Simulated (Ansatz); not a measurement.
**BGeH₃S (SMILES [BH]1[S][GeH2]1): single points off equilibrium**

The atoms stand at a structure displaced at random from a GFN2-xTB minimum. How far do the functionals agree with CCSD(T) there?

Program: Ansatz 0.2.0, Gaussian basis. Level of theory: single points in def2-TZVPP. These are calculated values, not measurements.

Correlated methods freeze the cores. Filled d shells of the heavier atoms are correlated.

## 1. The starting structure

SMILES `[BH]1[S][GeH2]1`, 6 atoms, charge 0, spin multiplicity 1.

Atoms are counted from 1 here; the program's logs count them from 0.

Bond lengths: B1–S2 1.751 Å, B1–Ge3 2.103 Å, B1–H4 1.283 Å, S2–Ge3 2.567 Å, Ge3–H5 1.577 Å, Ge3–H6 1.644 Å. Angles: S2–B1–Ge3 83.0°, S2–B1–H4 141.5°, Ge3–B1–H4 134.7°, B1–S2–Ge3 54.4°, B1–Ge3–S2 42.6°, B1–Ge3–H5 123.3°, B1–Ge3–H6 117.0°, S2–Ge3–H5 95.1°, S2–Ge3–H6 91.5°, H5–Ge3–H6 94.1°.

As a file:

```tsv
atom	x (Å)	y (Å)	z (Å)
B1	-0.68370	-1.04320	-0.14780
S2	0.92480	-1.25650	0.51070
Ge3	-0.10980	0.97950	-0.20920
H4	-1.68080	-1.71230	-0.60100
H5	1.17500	1.49230	-0.96580
H6	0.30620	1.67990	1.21900
```

## 2. CCSD(T)/def2-TZVPP

run/in.yaml

```yaml
crystal:
  periodic: [false, false, false]
  atoms:
    - {symbol: B, position_ang: [-0.683700, -1.043200, -0.147800]}
    - {symbol: S, position_ang: [0.924800, -1.256500, 0.510700]}
    - {symbol: Ge, position_ang: [-0.109800, 0.979500, -0.209200]}
    - {symbol: H, position_ang: [-1.680800, -1.712300, -0.601000]}
    - {symbol: H, position_ang: [1.175000, 1.492300, -0.965800]}
    - {symbol: H, position_ang: [0.306200, 1.679900, 1.219000]}
basis:
  gaussian: {orbitals: def2-TZVPP}
correlation: {method: ccsd_t}
output: {forces: true}
```

No record of the launch command was kept for these runs.

## 3. PBE0-D4/def2-TZVPP

run/in.yaml, as its differences from that of step 2:

```diff
@@ -11,3 +11,3 @@
   gaussian: {orbitals: def2-TZVPP}
-correlation: {method: ccsd_t}
-output: {forces: true}
+hamiltonian: {xc: pbe0, dispersion: d4}
+output: {forces: true, orbitals: {seedname: orbitals}}
```

## 4. wB97M-V/def2-TZVPP

run/in.yaml, as its differences from that of step 3:

```diff
@@ -11,3 +11,3 @@
   gaussian: {orbitals: def2-TZVPP}
-hamiltonian: {xc: pbe0, dispersion: d4}
-output: {forces: true, orbitals: {seedname: orbitals}}
+hamiltonian: {xc: {name: wB97M-V}}
+output: {forces: true}
```

## 5. r2SCAN-D4/def2-TZVPP

run/in.yaml, as its differences from that of step 4:

```diff
@@ -11,3 +11,3 @@
   gaussian: {orbitals: def2-TZVPP}
-hamiltonian: {xc: {name: wB97M-V}}
+hamiltonian: {xc: r2scan, dispersion: d4}
 output: {forces: true}
```

## 6. PBE-D4/def2-TZVPP

run/in.yaml, as its differences from that of step 5:

```diff
@@ -11,3 +11,3 @@
   gaussian: {orbitals: def2-TZVPP}
-hamiltonian: {xc: r2scan, dispersion: d4}
+hamiltonian: {xc: pbe, dispersion: d4}
 output: {forces: true}
```

## 7. revPBE-D4/def2-TZVPP

run/in.yaml, as its differences from that of step 6:

```diff
@@ -11,3 +11,3 @@
   gaussian: {orbitals: def2-TZVPP}
-hamiltonian: {xc: pbe, dispersion: d4}
+hamiltonian: {xc: {name: revPBE}, dispersion: d4}
 output: {forces: true}
```

## 8. BLYP-D4/def2-TZVPP

run/in.yaml, as its differences from that of step 7:

```diff
@@ -11,3 +11,3 @@
   gaussian: {orbitals: def2-TZVPP}
-hamiltonian: {xc: {name: revPBE}, dispersion: d4}
+hamiltonian: {xc: {name: BLYP}, dispersion: d4}
 output: {forces: true}
```

(Steps that only read results are left out.)

Q: Predict the outcome of this session. Wanted: energy less free atoms, CCSD(T)/def2-TZVPP; RMS force component; RMS force error; HOMO and LUMO, PBE0-D4; T1 diagnostic.

As calculated:

| quantity | value |
| --- | --- |
| energy less free atoms, CCSD(T)/def2-TZVPP | -406.0 kcal/mol |
| RMS force component | 0.795 to 1.073 eV/Å over the methods |
| RMS force error | PBE0-D4 0.133, wB97M-V 0.176, r2SCAN-D4 0.093, PBE-D4 0.185, revPBE-D4 0.205, BLYP-D4 0.240 eV/Å |
| HOMO and LUMO, PBE0-D4 | -7.41 and -2.34 eV |
| T1 diagnostic | 0.018 |

What this shows: Against CCSD(T) the functionals' energies less atoms differ by -22.2 to -8.8 kcal/mol, PBE-D4 by -22.2 kcal/mol. A larger basis would deepen the CCSD(T) value, while the functionals are nearly converged already, so the order here is not reliable. For forces r2SCAN-D4 does best and BLYP-D4 worst. Frozen-core CCSD(T) forces in triple zeta carry basis errors of their own, and this is one geometry, so small gaps rank nothing.
